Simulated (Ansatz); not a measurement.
# GeH₅OSi+ (SMILES [OH][GeH+][SiH3]): one structure at several levels

The atoms stand at a structure displaced at random from a GFN2-xTB minimum. How far do the functionals agree with CCSD(T) there?

The runs use Ansatz 0.2.0, Gaussian basis; single points in def2-TZVPP.

Cores are frozen in the correlated methods. Filled d shells of the heavier atoms are correlated. B3LYP uses VWN-RPA correlation.

## Step 1: Starting geometry

SMILES `[OH][GeH+][SiH3]`, 8 atoms, charge 1, spin multiplicity 1.

Atoms are counted from 1 here; the program's logs count them from 0.

Bond lengths: O1–Ge2 1.654 Å, O1–H4 0.896 Å, Ge2–Si3 2.581 Å, Ge2–H5 1.554 Å, Si3–H6 1.522 Å, Si3–H7 1.464 Å, Si3–H8 1.415 Å. Angles: Ge2–O1–H4 134.4°, O1–Ge2–Si3 97.5°, O1–Ge2–H5 105.5°, Si3–Ge2–H5 157.0°, Ge2–Si3–H6 99.0°, Ge2–Si3–H7 101.4°, Ge2–Si3–H8 99.1°, H6–Si3–H7 116.0°, H6–Si3–H8 117.9°, H7–Si3–H8 117.5°.

Geometry (Å):

```
O    -1.3764    0.2819   -1.1154
Ge    0.0519    0.9438   -0.6079
Si    0.7058   -0.9082    1.0671
H    -2.0038    0.5235   -1.7082
H     0.2129    2.2573   -1.4222
H     1.0741   -0.0351    2.2575
H     1.8241   -1.5477    0.3709
H    -0.5225   -1.6097    1.1149
```

## Step 2: CCSD(T)/def2-TZVPP

Input file run/in.yaml:

```yaml
crystal:
  periodic: [false, false, false]
  atoms:
    - {symbol: O, position_ang: [-1.376400, 0.281900, -1.115400]}
    - {symbol: Ge, position_ang: [0.051900, 0.943800, -0.607900]}
    - {symbol: Si, position_ang: [0.705800, -0.908200, 1.067100]}
    - {symbol: H, position_ang: [-2.003800, 0.523500, -1.708200]}
    - {symbol: H, position_ang: [0.212900, 2.257300, -1.422200]}
    - {symbol: H, position_ang: [1.074100, -0.035100, 2.257500]}
    - {symbol: H, position_ang: [1.824100, -1.547700, 0.370900]}
    - {symbol: H, position_ang: [-0.522500, -1.609700, 1.114900]}
basis:
  gaussian: {orbitals: def2-TZVPP}
total_charge: 1
correlation: {method: ccsd_t}
output: {forces: true}
```

The command line of these runs was not kept.

## Step 3: PBE0-D4/def2-TZVPP

Changes to run/in.yaml since step 2:

```diff
@@ -14,3 +14,3 @@
 total_charge: 1
-correlation: {method: ccsd_t}
-output: {forces: true}
+hamiltonian: {xc: pbe0, dispersion: d4}
+output: {forces: true, orbitals: {seedname: orbitals}}
```

## Step 4: wB97M-V/def2-TZVPP

Changes to run/in.yaml since step 3:

```diff
@@ -14,3 +14,3 @@
 total_charge: 1
-hamiltonian: {xc: pbe0, dispersion: d4}
-output: {forces: true, orbitals: {seedname: orbitals}}
+hamiltonian: {xc: {name: wB97M-V}}
+output: {forces: true}
```

## Step 5: r2SCAN-D4/def2-TZVPP

Changes to run/in.yaml since step 4:

```diff
@@ -14,3 +14,3 @@
 total_charge: 1
-hamiltonian: {xc: {name: wB97M-V}}
+hamiltonian: {xc: r2scan, dispersion: d4}
 output: {forces: true}
```

## Step 6: PBE-D4/def2-TZVPP

Changes to run/in.yaml since step 5:

```diff
@@ -14,3 +14,3 @@
 total_charge: 1
-hamiltonian: {xc: r2scan, dispersion: d4}
+hamiltonian: {xc: pbe, dispersion: d4}
 output: {forces: true}
```

## Step 7: B3LYP-D4/def2-TZVPP

Changes to run/in.yaml since step 6:

```diff
@@ -14,3 +14,3 @@
 total_charge: 1
-hamiltonian: {xc: pbe, dispersion: d4}
+hamiltonian: {xc: {name: B3LYP}, dispersion: d4}
 output: {forces: true}
```

## Step 8: SPW92/def2-TZVPP

Changes to run/in.yaml since step 7:

```diff
@@ -14,3 +14,3 @@
 total_charge: 1
-hamiltonian: {xc: {name: B3LYP}, dispersion: d4}
+hamiltonian: {xc: lda}
 output: {forces: true}
```

(Steps that only read results are left out.)

Q: Predict the outcome of this session. Wanted: energy less free atoms, CCSD(T)/def2-TZVPP; RMS force component; RMS force error; HOMO and LUMO, PBE0-D4; T1 diagnostic.

**Answer**, as computed:

| quantity | value |
| --- | --- |
| energy less free atoms, CCSD(T)/def2-TZVPP | -364.0 kcal/mol |
| RMS force component | 1.315 to 1.498 eV/Å over the methods |
| RMS force error | PBE0-D4 0.073, wB97M-V 0.057, r2SCAN-D4 0.060, PBE-D4 0.223, B3LYP-D4 0.100, SPW92 0.305 eV/Å |
| HOMO and LUMO, PBE0-D4 | -13.87 and -7.87 eV |
| T1 diagnostic | 0.014 |

**Reading.** Against CCSD(T) the functionals' energies less atoms differ by -83.4 to -1.7 kcal/mol, PBE-D4 by -10.0 kcal/mol. CCSD(T) in triple zeta still lacks some correlation energy of the bonds, so part of these gaps is its own basis error and they don't rank the functionals. For forces wB97M-V does best and SPW92 worst. Frozen-core CCSD(T) forces in triple zeta carry basis errors of their own, and this is one geometry, so small gaps rank nothing.
